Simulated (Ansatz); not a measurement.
**CH₅MoNO₂: basis-set convergence**

An exercise on one series of results from a longer session: the logs are not shown, and one member is left open.

Method: one geometry, several basis sets; program: Ansatz 0.2.0, Gaussian basis.

Plan: PBE0-D4/def2-SVP; ωB97M-V/def2-SVP; PBE0-D4/def2-QZVPP; ωB97M-V/def2-QZVPP; the functionals' def2-TZVPP values are taken from earlier runs.

### The relaxed structure

The geometry comes from an earlier relaxation with PBE0-D4 in a triple-zeta def2 set; it is a stationary point, not always the lowest conformer. Mo takes the def2 core potential; no spin-orbit term is included.

SMILES `[CH3][Mo]([NH2])(=[O])=[O]`, 10 atoms, charge 0, spin multiplicity 1.

Atoms are counted from 1 here; the program's logs count them from 0.

Bond lengths: C1–Mo2 2.108 Å, C1–H6 1.093 Å, C1–H7 1.093 Å, C1–H8 1.093 Å, Mo2–N3 1.923 Å, Mo2–O4 1.681 Å, Mo2–O5 1.681 Å, N3–H9 1.010 Å, N3–H10 1.010 Å. Angles: Mo2–C1–H6 109.8°, Mo2–C1–H7 109.8°, Mo2–C1–H8 109.3°, H6–C1–H7 109.7°, H6–C1–H8 109.1°, H7–C1–H8 109.1°, C1–Mo2–N3 107.3°, C1–Mo2–O4 105.9°, C1–Mo2–O5 105.9°, N3–Mo2–O4 112.2°, N3–Mo2–O5 112.2°, O4–Mo2–O5 112.8°, Mo2–N3–H9 123.4°, Mo2–N3–H10 123.4°, H9–N3–H10 110.8°.

The first run:

in.yaml

```yaml
crystal:
  periodic: [false, false, false]
  atoms:
    - {symbol: C, position_ang: [-1.528527, -0.243859, 0.008962]}
    - {symbol: Mo, position_ang: [0.398333, 0.375611, -0.579411]}
    - {symbol: N, position_ang: [1.623366, -0.195832, 0.787862]}
    - {symbol: O, position_ang: [0.693380, -0.377793, -2.052543]}
    - {symbol: O, position_ang: [0.323892, 2.049829, -0.706845]}
    - {symbol: H, position_ang: [-1.789149, 0.216674, 0.964796]}
    - {symbol: H, position_ang: [-1.553759, -1.331840, 0.105336]}
    - {symbol: H, position_ang: [-2.253633, 0.065768, -0.747461]}
    - {symbol: H, position_ang: [1.974748, 0.416358, 1.510930]}
    - {symbol: H, position_ang: [2.194351, -1.026014, 0.711375]}
basis:
  gaussian: {orbitals: def2-SVP}
hamiltonian: {xc: pbe0, dispersion: d4}
output: {orbitals: {seedname: orbitals}}
```

Run with:

```bash
$ ansatz run in.yaml --threads 4 --pin off --events-out ev --progress --plain --max-ram 10444MiB
```

Steps of the session up to this table: PBE0-D4 in def2-SVP; ωB97M-V in def2-SVP; PBE0-D4 in def2-QZVPP; ωB97M-V in def2-QZVPP.

One table of the session follows, with a row left open; its other results are not shown here.

It belongs to the step «Density functionals: the series». 

| functional | basis | HOMO (eV) | LUMO (eV) |
| --- | --- | --- | --- |
| PBE0-D4 | def2-SVP | ? | ? |
| PBE0-D4 | def2-TZVPP | -8.58 | -2.05 |
| PBE0-D4 | def2-QZVPP | -8.61 | -2.08 |
| ωB97M-V | def2-SVP | -10.91 | 0.16 |
| ωB97M-V | def2-TZVPP | -10.94 | 0.08 |
| ωB97M-V | def2-QZVPP | -10.96 | 0.03 |

Estimate the missing values for PBE0-D4, def2-SVP.

The run gave: HOMO (eV): -8.56; LUMO (eV): -1.98. In the column «HOMO (eV)» it is the highest.
